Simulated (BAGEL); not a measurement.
# C2H5NSi (SMILES C[SiH2]C#N): a chain of runs

Aim: the energy (HF/6-31G*), then the energy (NEVPT2(2,2)/6-31G*), then the energy (CASPT2(2,2)/6-31G*) of C2H5NSi. 

The calculation is run with BAGEL 1.2.2.

2 further runs of the same task are left out: 2 set aside as unsound or not needed.

**1. The structure to begin with**

C2H5NSi has 9 atoms, charge 0, and is taken as a singlet. SMILES: `C[SiH2]C#N`. The C1–H6 distance was set to 1.747 Å, away from the relaxed value. At this shape a bond of the SMILES string is far longer than usual.

Bond lengths: C1–Si2 1.859 Å, Si2–C3 1.855 Å, C3–N4 1.152 Å, C1–H5 1.092 Å, C1–H7 1.092 Å, Si2–H8 1.482 Å, Si2–H9 1.482 Å. Angles: C1–Si2–C3 108.8°, Si2–C3–N4 178.8°, C1–Si2–H8 112.7°, C1–Si2–H9 112.7°, C3–Si2–H8 106.1°, C3–Si2–H9 106.1°, Si2–C1–H5 110.7°, Si2–C1–H7 110.1°, H8–Si2–H9 110.0°, H5–C1–H7 108.4°. A long bond or contact: C1–H6 1.747 Å.

**2. The energy at HF/6-31G(d) (density fitting with svp-jkfit, spherical functions) (run 1)**

File job.json:

```json
{ "bagel" : [

{
  "title" : "molecule",
  "basis" : "6-31gs.json",
  "df_basis" : "svp-jkfit",
  "angstrom" : true,
  "geometry" : [
    { "atom" : "C", "xyz" : [      -1.031534,       0.407700,      -0.658126 ] },
    { "atom" : "Si", "xyz" : [      -0.506334,      -1.078000,       0.327674 ] },
    { "atom" : "C", "xyz" : [       1.278766,      -1.433500,      -0.030826 ] },
    { "atom" : "N", "xyz" : [       2.387766,      -1.635800,      -0.268226 ] },
    { "atom" : "H", "xyz" : [      -0.913634,       0.222700,      -1.727426 ] },
    { "atom" : "H", "xyz" : [      -0.072800,       1.803400,      -0.229800 ] },
    { "atom" : "H", "xyz" : [      -2.081434,       0.637000,      -0.461526 ] },
    { "atom" : "H", "xyz" : [      -1.252834,      -2.302800,      -0.043626 ] },
    { "atom" : "H", "xyz" : [      -0.595934,      -0.854200,       1.789674 ] }
  ]
},

{
  "title" : "hf"
},

{
  "title" : "print",
  "file" : "orbitals.molden",
  "orbitals" : true
}

]}
```

The basis set 6-31G* is read from a file made from the Basis Set Exchange's data (not shown).

The run is started by

```sh
BAGEL_NUM_THREADS=1 BAGEL job.json > job.out
```

Output:

```text
* using 1 threads per process

  ===============================================================
  ===============================================================

  *** Geometry ***

  { "atom" : "C", "xyz" : [     -1.949317,      0.770441,     -1.243678 ] },
  { "atom" : "Si", "xyz" : [     -0.956833,     -2.037125,      0.619214 ] },
  { "atom" : "C", "xyz" : [      2.416518,     -2.708922,     -0.058253 ] },
  { "atom" : "N", "xyz" : [      4.512224,     -3.091214,     -0.506874 ] },
  { "atom" : "H", "xyz" : [     -1.726518,      0.420842,     -3.264362 ] },
  { "atom" : "H", "xyz" : [     -0.137572,      3.407932,     -0.434259 ] },
  { "atom" : "H", "xyz" : [     -3.933340,      1.203756,     -0.872158 ] },
  { "atom" : "H", "xyz" : [     -2.367513,     -4.351661,     -0.082441 ] },
  { "atom" : "H", "xyz" : [     -1.126152,     -1.614204,      3.381994 ] },

  Number of auxiliary basis functions:      445

  Since a DF basis is specified, we compute 2- and 3-index integrals:
    o Being stored without compression. Storage requirement is 0.017 GB

  Number of basis functions:       70
  Number of electrons      :       38

    * METHOD: MOLECULE                             0.20

  *** RHF ***

  === Nuclear Repulsion ===
   136.1943182749

      * DIIS with orbital gradients will be used.

  === RHF iteration (6-31gs.json) ===
      0       -421.69714635          0.02331941           0.04
      1       -421.79413634          0.02007250           0.04
      2       -421.91198959          0.00256193           0.04
      3       -421.91526462          0.00091966           0.04
      4       -421.91567371          0.00017998           0.04
      5       -421.91569707          0.00006866           0.04
      6       -421.91570040          0.00002401           0.04
      7       -421.91570090          0.00000321           0.04
      8       -421.91570091          0.00000204           0.04
      9       -421.91570091          0.00000103           0.04
     10       -421.91570092          0.00000049           0.04
     11       -421.91570092          0.00000012           0.04
     12       -421.91570092          0.00000004           0.04
     13       -421.91570092          0.00000002           0.04
     14       -421.91570092          0.00000001           0.04
    * SCF iteration converged.

    * Permanent dipole moment:
           (    1.616456,    -0.315294,    -0.050212) a.u.

    * METHOD: HF                                   0.77

    * METHOD: PRINT                                0.01

  ===============================================================
```

Run time: 1.1 s. Hardware: 1 thread of Arm Neoverse V1, shared host; peak memory 0.15 GiB.

**3. A single-point energy at NEVPT2(2,2)/6-31G(d) (density fitting with svp-jkfit, spherical functions) (run 2)**

File calc.json:

```json
{ "bagel" : [

{
  "title" : "molecule",
  "basis" : "6-31gs.json",
  "df_basis" : "svp-jkfit",
  "angstrom" : "true",
  "geometry" : [
    { "atom" : "C", "xyz" : [   -1.031534,    0.407700,   -0.658126 ] },
    { "atom" : "Si", "xyz" : [   -0.506334,   -1.078000,    0.327674 ] },
    { "atom" : "C", "xyz" : [    1.278766,   -1.433500,   -0.030826 ] },
    { "atom" : "N", "xyz" : [    2.387766,   -1.635800,   -0.268226 ] },
    { "atom" : "H", "xyz" : [   -0.913634,    0.222700,   -1.727426 ] },
    { "atom" : "H", "xyz" : [   -0.072800,    1.803400,   -0.229800 ] },
    { "atom" : "H", "xyz" : [   -2.081434,    0.637000,   -0.461526 ] },
    { "atom" : "H", "xyz" : [   -1.252834,   -2.302800,   -0.043626 ] },
    { "atom" : "H", "xyz" : [   -0.595934,   -0.854200,    1.789674 ] }
  ]
},
{ "title" : "hf" },
{
  "title" : "nevpt2",
  "nstate" : 1,
  "nact" : 2,
  "nclosed" : 18,
  "nspin" : 0,
  "active" : [19, 20],
  "maxiter" : 200,
  "natocc" : "true",
  "ncore" : 8
},
{ "title" : "print", "file" : "orbitals.molden", "orbitals" : "true" }

]}
```

The basis set 6-31G* is read from a file made from the Basis Set Exchange's data (not shown).

The run is started by

```sh
BAGEL_NUM_THREADS=1 BAGEL calc.json > calc.out
```

Output:

```text
* using 1 threads per process

  ===============================================================
  ===============================================================

  *** Geometry ***

  { "atom" : "C", "xyz" : [     -1.949317,      0.770441,     -1.243678 ] },
  { "atom" : "Si", "xyz" : [     -0.956833,     -2.037125,      0.619214 ] },
  { "atom" : "C", "xyz" : [      2.416518,     -2.708922,     -0.058253 ] },
  { "atom" : "N", "xyz" : [      4.512224,     -3.091214,     -0.506874 ] },
  { "atom" : "H", "xyz" : [     -1.726518,      0.420842,     -3.264362 ] },
  { "atom" : "H", "xyz" : [     -0.137572,      3.407932,     -0.434259 ] },
  { "atom" : "H", "xyz" : [     -3.933340,      1.203756,     -0.872158 ] },
  { "atom" : "H", "xyz" : [     -2.367513,     -4.351661,     -0.082441 ] },
  { "atom" : "H", "xyz" : [     -1.126152,     -1.614204,      3.381994 ] },

  Number of auxiliary basis functions:      445

  Since a DF basis is specified, we compute 2- and 3-index integrals:
    o Being stored without compression. Storage requirement is 0.017 GB

  Number of basis functions:       70
  Number of electrons      :       38

    * METHOD: MOLECULE                             0.20

  *** RHF ***

  === Nuclear Repulsion ===
   136.1943182749

      * DIIS with orbital gradients will be used.

  === RHF iteration (6-31gs.json) ===
      0       -421.69714635          0.02331941           0.04
      1       -421.79413634          0.02007250           0.04
      2       -421.91198959          0.00256193           0.04
      3       -421.91526462          0.00091966           0.04
      4       -421.91567371          0.00017998           0.04
      5       -421.91569707          0.00006866           0.04
      6       -421.91570040          0.00002401           0.04
      7       -421.91570090          0.00000321           0.04
      8       -421.91570091          0.00000204           0.04
      9       -421.91570091          0.00000103           0.04
     10       -421.91570092          0.00000049           0.04
     11       -421.91570092          0.00000012           0.04
     12       -421.91570092          0.00000004           0.04
     13       -421.91570092          0.00000002           0.04
     14       -421.91570092          0.00000001           0.04
    * SCF iteration converged.

    * Permanent dipole moment:
           (    1.616456,    -0.315294,    -0.050212) a.u.

    * METHOD: HF                                   0.76

    * freezing 8 orbitals
  ---------------------------
      CASSCF calculation
  ---------------------------

    ==== Active orbitals : =====
         Orbital 19
         Orbital 20
    ============================

    * nstate   :      1
    * nclosed  :     18
    * nact     :      2
    * nvirt    :     50
  === CASSCF iteration (6-31gs.json) ===

    * Using the second-order algorithm

      0  0      -421.92524348     1.64e-03      0.02

      1  0      -421.94685810     2.10e-03      0.19

      2  0      -421.95485467     7.17e-04      0.20

      3  0      -421.95520138     1.57e-04      0.22

      4  0      -421.95521000     3.04e-05      0.22

      5  0      -421.95521022     6.52e-06      0.22

      6  0      -421.95521022     1.49e-06      0.22

      7  0      -421.95521022     3.45e-07      0.22

      8  0      -421.95521022     8.05e-08      0.21

      9  0      -421.95521022     1.87e-08      0.19

     10  0      -421.95521022     4.35e-09      0.17

    * Second-order optimization converged. *

     guess   0:   closed 1.                   open ..

  === FCI iteration ===

      0  0      -421.91406669     8.22e-02      0.00
      1  0      -421.95521020     6.03e-05      0.00
      2  0 *    -421.95521022     5.90e-16      0.00

     * ci vector, state   0, <S^2> = 0.0000
       2.     0.9700688701
       .2    -0.2428299555

  === DF-NEVPT2 calculation ===

    * 3-index integral transformation done
    * assembly done

      NEVPT2 correlation energy:   -0.4629730098      0.11

          (+0)     -0.4190277562
          (+0)'    -0.0136777723
          (+1)     -0.0053494885
          (+1)'    -0.0000000000
          (+2)     -0.0003434334
          (-1)     -0.0225071605
          (-1)'     0.0000000000
          (-2)     -0.0020673989

      NEVPT2 total energy:       -422.4181832347

    * METHOD: NEVPT2                               2.38

    * METHOD: PRINT                                0.01

  ===============================================================
```

Wall time 3.6 s (1 thread of Arm Neoverse V1, shared host); peak memory 0.15 GiB.

**4. A single-point energy at CASPT2(2,2)/6-31G(d) (density fitting with svp-jkfit, spherical functions) (run 3)**

File input.json:

```json
{ "bagel": [

{
  "title": "molecule",
  "basis": "6-31gs.json",
  "df_basis": "svp-jkfit",
  "angstrom": true,
  "geometry": [
    { "atom": "C", "xyz": [      -1.031534,       0.407700,      -0.658126 ] },
    { "atom": "Si", "xyz": [      -0.506334,      -1.078000,       0.327674 ] },
    { "atom": "C", "xyz": [       1.278766,      -1.433500,      -0.030826 ] },
    { "atom": "N", "xyz": [       2.387766,      -1.635800,      -0.268226 ] },
    { "atom": "H", "xyz": [      -0.913634,       0.222700,      -1.727426 ] },
    { "atom": "H", "xyz": [      -0.072800,       1.803400,      -0.229800 ] },
    { "atom": "H", "xyz": [      -2.081434,       0.637000,      -0.461526 ] },
    { "atom": "H", "xyz": [      -1.252834,      -2.302800,      -0.043626 ] },
    { "atom": "H", "xyz": [      -0.595934,      -0.854200,       1.789674 ] }
  ]
},

{
  "title": "hf"
},

{
  "title": "casscf",
  "nstate": 1,
  "nact": 2,
  "nclosed": 18,
  "active": [19, 20],
  "maxiter": 200,
  "natocc": true
},

{
  "title": "print",
  "file": "orbitals.molden",
  "orbitals": true
},

{
  "title": "smith",
  "method": "caspt2",
  "ms": true,
  "xms": true,
  "sssr": true,
  "shift": 0.2,
  "shift_imag": true,
  "ncore": 8
}

]}
```

The basis set 6-31G* is read from a file made from the Basis Set Exchange's data (not shown).

The run is started by

```sh
BAGEL_NUM_THREADS=1 BAGEL input.json > input.out
```

Output:

```text
* using 1 threads per process

  ===============================================================
  ===============================================================

  *** Geometry ***

  { "atom" : "C", "xyz" : [     -1.949317,      0.770441,     -1.243678 ] },
  { "atom" : "Si", "xyz" : [     -0.956833,     -2.037125,      0.619214 ] },
  { "atom" : "C", "xyz" : [      2.416518,     -2.708922,     -0.058253 ] },
  { "atom" : "N", "xyz" : [      4.512224,     -3.091214,     -0.506874 ] },
  { "atom" : "H", "xyz" : [     -1.726518,      0.420842,     -3.264362 ] },
  { "atom" : "H", "xyz" : [     -0.137572,      3.407932,     -0.434259 ] },
  { "atom" : "H", "xyz" : [     -3.933340,      1.203756,     -0.872158 ] },
  { "atom" : "H", "xyz" : [     -2.367513,     -4.351661,     -0.082441 ] },
  { "atom" : "H", "xyz" : [     -1.126152,     -1.614204,      3.381994 ] },

  Number of auxiliary basis functions:      445

  Since a DF basis is specified, we compute 2- and 3-index integrals:
    o Being stored without compression. Storage requirement is 0.017 GB

  Number of basis functions:       70
  Number of electrons      :       38

    * METHOD: MOLECULE                             0.20

  *** RHF ***

  === Nuclear Repulsion ===
   136.1943182749

      * DIIS with orbital gradients will be used.

  === RHF iteration (6-31gs.json) ===
      0       -421.69714635          0.02331941           0.04
      1       -421.79413634          0.02007250           0.04
      2       -421.91198959          0.00256193           0.04
      3       -421.91526462          0.00091966           0.04
      4       -421.91567371          0.00017998           0.04
      5       -421.91569707          0.00006866           0.04
      6       -421.91570040          0.00002401           0.04
      7       -421.91570090          0.00000321           0.04
      8       -421.91570091          0.00000204           0.04
      9       -421.91570091          0.00000103           0.04
     10       -421.91570092          0.00000049           0.04
     11       -421.91570092          0.00000012           0.04
     12       -421.91570092          0.00000004           0.04
     13       -421.91570092          0.00000002           0.04
     14       -421.91570092          0.00000001           0.04
    * SCF iteration converged.

    * Permanent dipole moment:
           (    1.616456,    -0.315294,    -0.050212) a.u.

    * METHOD: HF                                   0.74

  ---------------------------
      CASSCF calculation
  ---------------------------

    ==== Active orbitals : =====
         Orbital 19
         Orbital 20
    ============================

    * nstate   :      1
    * nclosed  :     18
    * nact     :      2
    * nvirt    :     50
  === CASSCF iteration (6-31gs.json) ===

    * Using the second-order algorithm

      0  0      -421.92524348     1.64e-03      0.02

      1  0      -421.94685810     2.10e-03      0.20

      2  0      -421.95485467     7.17e-04      0.21

      3  0      -421.95520138     1.57e-04      0.23

      4  0      -421.95521000     3.04e-05      0.22

      5  0      -421.95521022     6.52e-06      0.23

      6  0      -421.95521022     1.49e-06      0.22

      7  0      -421.95521022     3.45e-07      0.22

      8  0      -421.95521022     8.05e-08      0.21

      9  0      -421.95521022     1.87e-08      0.18

     10  0      -421.95521022     4.35e-09      0.16

    * Second-order optimization converged. *

     guess   0:   closed 1.                   open ..

  === FCI iteration ===

      0  0      -421.91406669     8.22e-02      0.00
      1  0      -421.95521020     6.03e-05      0.00
      2  0 *    -421.95521022     5.90e-16      0.00

     * ci vector, state   0, <S^2> = 0.0000
       2.     0.9700688701
       .2    -0.2428299555

    * METHOD: CASSCF                               2.20

    * METHOD: PRINT                                0.01

  === SMITH program ===

    * freezing 8 orbitals

    * Approximate memory requirement for SMITH calulation per MPI process:
      o Storage requirement for T-amplitude, lambda, and residual is 0.01 GB
      o Storage requirement for MO integrals is 0.00 GB
    * Calculating and saving rdm4f

    * Zeroth order energy : state  0       -0.7878764354

    * CASPT2 iteration is performed using orthogonal basis

      -------------------------------------------  CASPT2 iteration  ---------------------------------------------------
       #      aibj      arbs      arbi      airj      risj      airs      arst      rist         Etot      error   time
      ------------------------------------------------------------------------------------------------------------------

       0  -0.41644  -0.00254  -0.02318  -0.00568  -0.00049  -0.01254  -0.00000  -0.00000   -0.4608645  0.0010736   0.05
       1  -0.41650  -0.00255  -0.02323  -0.00574  -0.00051  -0.01274  -0.00000  -0.00000   -0.4612601  0.0001598   0.04
       2  -0.41650  -0.00255  -0.02322  -0.00574  -0.00051  -0.01274  -0.00000  -0.00000   -0.4612703  0.0000251   0.04
       3  -0.41650  -0.00255  -0.02323  -0.00574  -0.00051  -0.01274   0.00000  -0.00000   -0.4612705  0.0000041   0.04
       4  -0.41650  -0.00255  -0.02323  -0.00574  -0.00051  -0.01274   0.00000  -0.00000   -0.4612705  0.0000006   0.04

      ------------------------------------------------------------------------------------------------------------------

    * CASPT2 energy : state  0     -422.4197858402
        w/o shift correction       -422.4164807213
        reference weight              0.8485529028

    * METHOD: SMITH                                0.34

  ===============================================================
```

Wall time 3.9 s (1 thread of Arm Neoverse V1, shared host); peak memory 0.15 GiB.

**5. What came out**

| quantity | value |
| --- | --- |
| run 1, HF/6-31G*: total energy | -421.91570 Eh |
| run 1, HF/6-31G*: dipole moment | 4.19 D |
| run 1, HF/6-31G*: HOMO energy | -11.68 eV |
| run 1, HF/6-31G*: LUMO energy | 2.26 eV |
| run 1, HF/6-31G*: HOMO–LUMO gap | 13.93 eV |
| run 2, NEVPT2(2,2)/6-31G*: total energy | -422.41818 Eh |
| run 3, CASPT2(2,2)/6-31G*: total energy | -422.41979 Eh |
